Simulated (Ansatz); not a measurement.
# GeSiH5Cl (SMILES [SiH3][GeH2][Cl]): levels of theory compared

Wanted: a comparison of 6 runs (HF/def2-SVP, B3LYP/6-31G*, SVWN5/def2-SVP, r2SCAN0/def2-SVP, CCSD/def2-SVP, CCSD(T)/def2-SVP) of GeSiH5Cl. 

The results are computed with Ansatz 0.2.0.

57 further runs of the same task are left out: 57 set aside as unsound or not needed.

### Step 1. The molecule

GeSiH5Cl has 8 atoms, charge 0, and is taken as a singlet. SMILES: `[SiH3][GeH2][Cl]`. The Ge2–H7 distance was set to 2.306 Å, away from the relaxed value. At this shape a bond of the SMILES string is far longer than usual.

Bond lengths: Si1–Ge2 2.380 Å, Ge2–Cl3 2.169 Å, Si1–H4 1.487 Å, Si1–H5 1.484 Å, Si1–H6 1.484 Å, Ge2–H8 1.537 Å. Angles: Si1–Ge2–Cl3 106.5°, Si1–Ge2–H8 114.0°, Cl3–Ge2–H8 106.1°, Ge2–Si1–H4 109.5°, Ge2–Si1–H5 108.9°, Ge2–Si1–H6 108.9°, H4–Si1–H5 109.7°, H4–Si1–H6 109.7°, H5–Si1–H6 110.1°. A long bond or contact: Ge2–H7 2.306 Å.

### Step 2. The energy at HF/def2-SVP (run 1)

job.yaml reads:

```yaml
basis:
  gaussian: {orbitals: def2-SVP}
crystal:
  periodic: [false, false, false]
  atoms:
    - {symbol: Si, position_ang: [-1.346022, 0.953906, 0.282326]}
    - {symbol: Ge, position_ang: [0.255878, -0.755394, 0.703226]}
    - {symbol: Cl, position_ang: [1.480678, -0.057094, 2.351026]}
    - {symbol: H, position_ang: [-2.227322, 0.542806, -0.842474]}
    - {symbol: H, position_ang: [-0.632222, 2.205306, -0.074074]}
    - {symbol: H, position_ang: [-2.160922, 1.162206, 1.505026]}
    - {symbol: H, position_ang: [1.703100, -1.135200, -1.051200]}
    - {symbol: H, position_ang: [-0.357822, -2.087294, 1.164026]}
accuracy: high
output: {orbitals: {seedname: orbitals}}
total_charge: 0
hamiltonian: {xc: hf}
```

Launch:

```sh
$ ansatz run job.yaml --threads 1 --pin off --max-ram 3480MiB --events-out events.jsonl --progress --plain --runs-dir runs
```

Log:

```text
Warning: RAYON_NUM_THREADS=1 ignored (pool sized by the plan → 1); use --threads N
Functional definition: HF
  name "HF"
  exchange = exact_x
  correlation = 0
1901 factors; integrals over basis functions are off by at most 1.1e-8 eV
mean field evaluation 1: about -76902.4944 eV, gradient 1.7e1 eV
mean field evaluation 2: about -76902.5297 eV, gradient 1.7e1 eV
mean field evaluation 4: about -76903.8705 eV, gradient 2.6e0 eV
mean field evaluation 8: about -76903.8969 eV, gradient 1.0e-4 eV
mean field -76903.89687090 eV, -2826.1660826721 hartree, gradient 2.3e-8 eV, S^2 0.000000; 0 other end points of the search recorded, 0 dependent functions left out
reference -76903.89687090 eV, -2826.1660826721 hartree; 34, 34 occupied and 59, 59 virtual orbitals, 1901 factors
Total energy: -76903.89687090 eV, -2826.1660826721 hartree
```

It took 1.5 s on 1 thread of AMD EPYC 9R45 (Zen 5), shared host; peak memory 0.3 GiB.

### Step 3. The energy at B3LYP/6-31G(d) (Cartesian functions) (run 2)

molecule.yaml reads:

```yaml
crystal:
  periodic: [false, false, false]
  atoms:
    - {symbol: Si, position_ang: [-1.346022, 0.953906, 0.282326]}
    - {symbol: Ge, position_ang: [0.255878, -0.755394, 0.703226]}
    - {symbol: Cl, position_ang: [1.480678, -0.057094, 2.351026]}
    - {symbol: H, position_ang: [-2.227322, 0.542806, -0.842474]}
    - {symbol: H, position_ang: [-0.632222, 2.205306, -0.074074]}
    - {symbol: H, position_ang: [-2.160922, 1.162206, 1.505026]}
    - {symbol: H, position_ang: [1.703100, -1.135200, -1.051200]}
    - {symbol: H, position_ang: [-0.357822, -2.087294, 1.164026]}
basis:
  gaussian: {orbitals: "6-31G*"}
hamiltonian: {xc: {name: B3LYP}}
accuracy: high
output: {orbitals: {seedname: orbitals}}
magnetization: {spin_polarized: false}
```

Launch:

```sh
$ ansatz run molecule.yaml --threads 1 --pin off --max-ram 3480MiB --events-out events.jsonl --progress --plain --runs-dir runs
```

Log:

```text
Warning: RAYON_NUM_THREADS=1 ignored (pool sized by the plan → 1); use --threads N
Functional definition: B3LYP
  name "B3LYP"
  parameter a0 = 0.2
  parameter ax = 0.72
  parameter ac = 0.81
  exchange = (1 - a0 - ax)*slater_x + ax*b88_x + a0*exact_x
  correlation = (1 - ac)*vwn_rpa_c + ac*lyp_c
1703 factors; integrals over basis functions are off by at most 4.4e-9 eV
mean field evaluation 1: about -76992.0948 eV, gradient 1.8e1 eV
mean field evaluation 2: about -76991.9499 eV, gradient 2.2e1 eV
mean field evaluation 4: about -76992.7280 eV, gradient 8.3e-1 eV
mean field evaluation 8: about -76992.8336 eV, gradient 1.5e-1 eV
mean field evaluation 16: about -76992.8337 eV, gradient 2.4e-5 eV
mean field -76992.83369890 eV, -2829.4344508176 hartree, gradient 6.2e-8 eV, S^2 0.000000; 0 other end points of the search recorded, 0 dependent functions left out
reference -76992.83374421 eV, -2829.4344524828 hartree; 34, 34 occupied and 49, 49 virtual orbitals, 1703 factors
Total energy: -76992.83374421 eV, -2829.4344524828 hartree
```

Run time: 4.5 s. Hardware: 1 thread of AMD EPYC 9R45 (Zen 5), shared host; peak memory 0.31 GiB.

Runs 3 to 5 aren't shown in full; the table further down has their settings and results.

### Step 4. A single-point energy at CCSD(T)/def2-SVP (run 6)

molecule.yaml reads:

```yaml
crystal:
  periodic: [false, false, false]
  atoms:
    - symbol: Si
      position_ang: [-1.346022, 0.953906, 0.282326]
    - symbol: Ge
      position_ang: [0.255878, -0.755394, 0.703226]
    - symbol: Cl
      position_ang: [1.480678, -0.057094, 2.351026]
    - symbol: H
      position_ang: [-2.227322, 0.542806, -0.842474]
    - symbol: H
      position_ang: [-0.632222, 2.205306, -0.074074]
    - symbol: H
      position_ang: [-2.160922, 1.162206, 1.505026]
    - symbol: H
      position_ang: [1.703100, -1.135200, -1.051200]
    - symbol: H
      position_ang: [-0.357822, -2.087294, 1.164026]
basis:
  gaussian:
    orbitals: def2-SVP
total_charge: 0
correlation:
  method: ccsd_t
  frozen_orbitals: {Cl: 5, Ge: 9, H: 0, Si: 5}
accuracy: high
scf:
  omitted_lower_state_checks: [cluster_reference, increment]
```

Launch:

```sh
$ ansatz run molecule.yaml --threads 1 --pin off --max-ram 3480MiB --events-out events.jsonl --progress --plain --runs-dir runs
```

Log, shortened:

```text
Warning: RAYON_NUM_THREADS=1 ignored (pool sized by the plan → 1); use --threads N
[... 2 set-up lines as earlier in the session ...]
[...]
1901 factors; integrals over basis functions are off by at most 1.1e-8 eV
[...]
mean field -76903.89687090 eV, -2826.1660826721 hartree, gradient 2.3e-8 eV, S^2 0.000000; 0 other end points of the search recorded, 0 dependent functions left out; unrestricted orbitals would lower it
19 core orbitals not correlated: weight in the atoms' cores, before any rotation towards them, 1.000 or more for the frozen orbitals, at most 0.000 for the correlated occupied ones
reference -76903.89687090 eV, -2826.1660826721 hartree; 15, 15 occupied and 59, 59 virtual orbitals, 1901 factors
second order -12.80045083 eV of doubles, -0.00000000 eV of singles
cycle   1  -13.48394208 eV  change   -6.8e-1 eV  update   1.0e-1
[...]
cycle  24  -14.11644669 eV  change  -5.1e-10 eV  update  8.7e-10
perturbative correction -0.40060774 eV, -0.0147220630 hartree
Total energy: -76918.41392534 eV, -2826.6995745827 hartree
Checks for a lower state left out: cluster_reference, increment
```

Run time: 11 s. Hardware: 1 thread of AMD EPYC 9R45 (Zen 5), shared host; peak memory 0.49 GiB.

### Step 5. The series

```csv
run,level,Cartesian functions,frozen core orbitals,energy (Eh),HOMO energy (eV),LUMO energy (eV),HOMO–LUMO gap (eV),wall time
1,HF/def2-SVP,no,–,-2826.166083,-10.02,1.14,11.15,1.5 s
2,B3LYP/6-31G* (Cartesian functions),yes,–,-2829.434452,-7.41,-2.29,5.12,4.5 s
3,SVWN5/def2-SVP,no,–,-2823.326256,-6.57,-3.02,3.56,2 s
4,r2SCAN0/def2-SVP,no,–,-2829.073857,-7.82,-2.14,5.68,6.6 s
5,CCSD/def2-SVP,no,19,-2826.684853,–,–,–,9.9 s
6,CCSD(T)/def2-SVP,no,19,-2826.699575,–,–,–,11 s
```

### Step 6. What came out

| quantity | value |
| --- | --- |
| run 6: total energy | -2826.69957 Eh |
| run 6: correlation energy (19 core orbitals frozen) | -533.5 mEh |
| run 6: (T) correction | -14.72 mEh |
| run 6: T1 diagnostic | 0.013 |

Below the HF energy at the same shape and in the same basis (def2-SVP): CCSD -518.8 mEh; CCSD(T) -533.5 mEh. Over runs 1, 2, 3, 4 the HOMO–LUMO gap runs from 3.56 eV (SVWN5/def2-SVP) to 11.15 eV (HF/def2-SVP). Exact exchange widens orbital gaps. Totals of different functionals can't be ranked against each other. In runs 5, 6 the log says that unrestricted orbitals would lower the reference, so the values rest on an unstable closed-shell determinant (other closed-shell runs at this shape may share the fault). All runs together took 36 s, the longest 11 s.
